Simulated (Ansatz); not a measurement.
**CH5AlOS: how energies converge with the basis set**

Aim: see how fast density functionals converge with the basis set for CH5AlOS.

The runs use Ansatz 0.2.0, Gaussian basis; one geometry, several basis sets.

The runs, in order: PBE0-D4/def2-SVP; ωB97M-V/def2-SVP; PBE0-D4/def2-QZVPP; ωB97M-V/def2-QZVPP; the functionals' def2-TZVPP values are taken from earlier runs.

## (1) The geometry

All runs share one geometry, relaxed beforehand with PBE0-D4 in a triple-zeta def2 set.

9 atoms, charge 0, spin multiplicity 1.

Atoms are counted from 1 here; the program's logs count them from 0.

Bond lengths: Al1–O2 1.771 Å, Al1–H5 1.586 Å, Al1–H6 1.584 Å, O2–C3 1.357 Å, C3–S4 1.887 Å, C3–H7 1.094 Å, C3–H8 1.098 Å, S4–H9 1.345 Å. Angles: O2–Al1–H5 116.5°, O2–Al1–H6 116.4°, H5–Al1–H6 122.7°, Al1–O2–C3 107.2°, O2–C3–S4 108.7°, O2–C3–H7 113.9°, O2–C3–H8 114.4°, S4–C3–H7 106.8°, S4–C3–H8 102.8°, H7–C3–H8 109.3°, C3–S4–H9 95.9°.

## (2) PBE0-D4 in def2-SVP

Contents of in.yaml:

```yaml
crystal:
  periodic: [false, false, false]
  atoms:
    - {symbol: Al, position_ang: [-0.076285, 1.248892, -0.676540]}
    - {symbol: O, position_ang: [-0.337182, -0.460556, -1.058979]}
    - {symbol: C, position_ang: [0.192412, -1.185122, -0.040803]}
    - {symbol: S, position_ang: [0.457465, -0.045863, 1.439438]}
    - {symbol: H, position_ang: [1.301814, 1.876487, -1.148992]}
    - {symbol: H, position_ang: [-1.374566, 2.122692, -0.428552]}
    - {symbol: H, position_ang: [-0.448640, -2.003826, 0.300624]}
    - {symbol: H, position_ang: [1.201960, -1.571426, -0.234915]}
    - {symbol: H, position_ang: [-0.828478, -0.027576, 1.831517]}
basis:
  gaussian: {orbitals: def2-SVP}
hamiltonian: {xc: pbe0, dispersion: d4}
output: {orbitals: {seedname: orbitals}}
```

The run is started by

```sh
> ansatz run in.yaml --threads 2 --pin off --events-out ev --progress --plain --max-ram 4352MiB
```

The runs that follow: ωB97M-V in def2-SVP; PBE0-D4 in def2-QZVPP; ωB97M-V in def2-QZVPP.

Q: Predict the results of all the runs planned. Wanted: PBE0-D4: double and triple zeta above quadruple; ωB97M-V: double and triple zeta above quadruple.

As calculated:

```
                                       quantity           value
PBE0-D4: double and triple zeta above quadruple  10.56, 0.72 eV
ωB97M-V: double and triple zeta above quadruple  10.61, 0.69 eV
```

In words: PBE0-D4 gains 9.84 eV from double to triple zeta, then 0.72 eV more. Total energies overstate the basis error of differences, where much of it tends to cancel. The LUMO of ωB97M-V is positive and keeps falling with the basis (1.56 to 0.79 eV): an unbound level that the basis holds in place.
